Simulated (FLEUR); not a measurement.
VWC2:

```
CELL_PARAMETERS angstrom
1.51704 0.87586 4.93389
-1.51704 0.87586 4.93389
0.00000 -1.75173 4.93389
ATOMIC_POSITIONS crystal
W 0.00000 0.00000 0.00000
V 0.50000 0.50000 0.50000
C 0.24649 0.24649 0.24649
C 0.75351 0.75351 0.75351
```

The cell comes from a database or a generator and needn't be the stable form of this composition.

Base run:

- Program: FLEUR MaX-R8.1 (later development tree)
- Functional: PBEsol
- Potentials or basis: all-electron
- Basis: FLAPW
- Kmax: 4.73 1/bohr
- k mesh: 8 × 8 × 8
- Occupations: fermi-dirac, width 0.05 eV
- Spin: collinear spin, ferromagnetic start
- Starting moments: [0.0, 2.001, 0.0, 0.0] μB
- Hubbard terms: V d U = 3 eV

Its results: band gap on the k mesh none (metal or under the smearing width); net moment 0.36 μB per cell.

Task: The run is repeated on the same cell with these changes: hubbard terms from V d U = 3 eV to V d U = 0.0 eV. What comes out?

Result: Band gap on the k mesh none (metal or under the smearing width); net moment 0.00 μB per cell.

Caveats: the U is typed as a test and isn't derived for this compound.
